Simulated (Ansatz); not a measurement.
# C2H6GeO: vertical spin-state energies

Which spin state of C2H6GeO lies lowest at this geometry? Aim: vertical spin-state energies, for C2H6GeO, run from a script.

Program: Ansatz 0.2.0, driven from Python. Level of theory: PBE/6-31G*. These are calculated values, not measurements.

## (1) The structure

Bond lengths: C1–C2 1.260 Å, C2–O3 1.382 Å, C2–Ge4 1.929 Å, C1–H5 1.135 Å, C1–H6 1.111 Å, O3–H7 1.064 Å, Ge4–H8 1.562 Å, Ge4–H9 1.614 Å, Ge4–H10 1.484 Å. Angles: C1–C2–O3 119.1°, C1–C2–Ge4 121.7°, O3–C2–Ge4 119.2°, C2–C1–H5 122.1°, C2–C1–H6 124.8°, H5–C1–H6 113.1°, C2–O3–H7 119.7°, C2–Ge4–H8 107.1°, C2–Ge4–H9 108.8°, C2–Ge4–H10 113.3°, H8–Ge4–H9 107.1°, H8–Ge4–H10 110.0°, H9–Ge4–H10 110.3°.

The script holds or builds the structure itself.

## (2) Script

File spin.py:

```python
"""Vertical spin-state energies of C2H6GeO."""

import warnings

import ansatz as az

warnings.simplefilter("ignore", az.DeckWarning)

geometry_ang = [
    ("C", (-1.0566, 0.9436, -0.6528)),
    ("C", (-0.0083, 0.255, -0.5308)),
    ("O", (0.8752, 0.184, -1.5911)),
    ("Ge", (0.3854, -0.7153, 1.0896)),
    ("H", (-1.2881, 1.5273, -1.5985)),
    ("H", (-1.8312, 1.0657, 0.1347)),
    ("H", (1.7743, -0.3757, -1.4917)),
    ("H", (-0.3794, -2.0743, 1.0089)),
    ("H", (-0.2238, 0.098, 2.3441)),
    ("H", (1.8357, -0.9594, 1.2904)),
]
molecule = az.Crystal.molecule()
for symbol, xyz in geometry_ang:
    molecule = molecule.atom(symbol, xyz)

base = (
    molecule.calculation()
    .basis(gaussian="6-31G*")
    .functional("pbe")
)
found = {}
for unpaired in [0, 2]:
    rep = base.spin("collinear", total=unpaired).run().report
    s = unpaired / 2
    found[unpaired] = rep["free_energy_ev"]
    print(f"2S+1 = {unpaired + 1}: E = {found[unpaired]:.5f} eV, <S^2> = {abs(rep['mean_field']['state']['spin_squared']):.3f} (pure state {s * (s + 1):.2f})")
lowest = min(found, key=found.get)
for unpaired, e in found.items():
    print(f"multiplicity {unpaired + 1}: {96.485332 * (e - found[lowest]):.1f} kJ/mol above the lowest")
```

## (3) What the engine is handed

The package turns the script's settings into the engine's input (first run):

```yaml
crystal:
  periodic: [false, false, false]
  atoms:
    - { symbol: C, position_ang: [-1.0566, 0.9436, -0.6528] }
    - { symbol: C, position_ang: [-0.0083, 0.255, -0.5308] }
    - { symbol: O, position_ang: [0.8752, 0.184, -1.5911] }
    - { symbol: Ge, position_ang: [0.3854, -0.7153, 1.0896] }
    - { symbol: H, position_ang: [-1.2881, 1.5273, -1.5985] }
    - { symbol: H, position_ang: [-1.8312, 1.0657, 0.1347] }
    - { symbol: H, position_ang: [1.7743, -0.3757, -1.4917] }
    - { symbol: H, position_ang: [-0.3794, -2.0743, 1.0089] }
    - { symbol: H, position_ang: [-0.2238, 0.098, 2.3441] }
    - { symbol: H, position_ang: [1.8357, -0.9594, 1.2904] }
basis:
  gaussian:
    orbitals: "6-31G*"
hamiltonian:
  xc: pbe
magnetization:
  spin_polarized: true
  initial_magnetization: 0.0
```

## (4) Running it

Started as:

```sh
$ python spin.py
```

**Question.** Which spin state is lowest at this geometry, and how far above lie the others?

**Answer**, as computed:

```
        quantity             value
   runs compared                 2
          lowest  run 1 (2S+1 = 1)
next above it by          4.580 eV
```

**Reading.** In order: multiplicity 1 (+0.00 eV) and multiplicity 3 (+4.58 eV), all at the one geometry. Total energies depend on the basis set; only differences at equal settings carry meaning. The geometry is a force-field or estimated start, not a minimum of this method, and the basis set is short of its limit. All parts are taken at fixed geometry, without zero-point energy.
